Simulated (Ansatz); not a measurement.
# FH3O3Zr: the cost of one run

All numbers below are computed with Ansatz 0.2.0 (RHF/def2-SVP).

## 1. The structure to begin with

Bond lengths: Zr1–F2 1.980 Å, Zr1–O3 2.070 Å, O3–H4 1.010 Å, Zr1–O5 2.069 Å, O5–H6 1.010 Å, Zr1–O7 2.069 Å, O7–H8 1.010 Å. Angles: F2–Zr1–O3 109.4°, F2–Zr1–O5 109.5°, F2–Zr1–O7 109.5°, O3–Zr1–O5 109.5°, O3–Zr1–O7 109.5°, O5–Zr1–O7 109.5°, Zr1–O3–H4 109.5°, Zr1–O5–H6 109.5°, Zr1–O7–H8 109.5°.

As a file:

```xyz
8

Zr    0.0000    0.0000    0.0000
F     0.0000    0.0000    1.9800
O     1.9520    0.0000   -0.6893
H     2.2684   -0.9521   -0.8060
O    -0.9750    1.6891   -0.6893
H    -1.9328    1.4584   -0.9117
O    -0.9750   -1.6891   -0.6893
H    -1.4296   -2.1548    0.0831
```

## 2. Relaxing the start

File input.yaml:

```yaml
crystal:
  periodic: [false, false, false]
  atoms:
    - { symbol: Zr, position_ang: [0.0, 0.0, 0.0] }
    - { symbol: F, position_ang: [0.0, 0.0, 1.98] }
    - { symbol: O, position_ang: [1.952, 0.0, -0.6893] }
    - { symbol: H, position_ang: [2.2684, -0.9521, -0.806] }
    - { symbol: O, position_ang: [-0.975, 1.6891, -0.6893] }
    - { symbol: H, position_ang: [-1.9328, 1.4584, -0.9117] }
    - { symbol: O, position_ang: [-0.975, -1.6891, -0.6893] }
    - { symbol: H, position_ang: [-1.4296, -2.1548, 0.0831] }
basis:
  gaussian: { orbitals: def2-SVP }
hamiltonian:
  xc: hf
relax:
  f_tol: 0.02
  max_steps: 40
output:
  orbitals: {}
```

Run with:

```bash
> ansatz run input.yaml --threads 2 --pin off --max-ram 3072MiB --backend cpu --events-out ev --progress --plain --runs-dir out
```

**Question.** How long does this run take on 2 threads of Arm Neoverse V2, shared host, and how much memory does it need?

About 9.4 s, with a peak of 0.2 GiB.
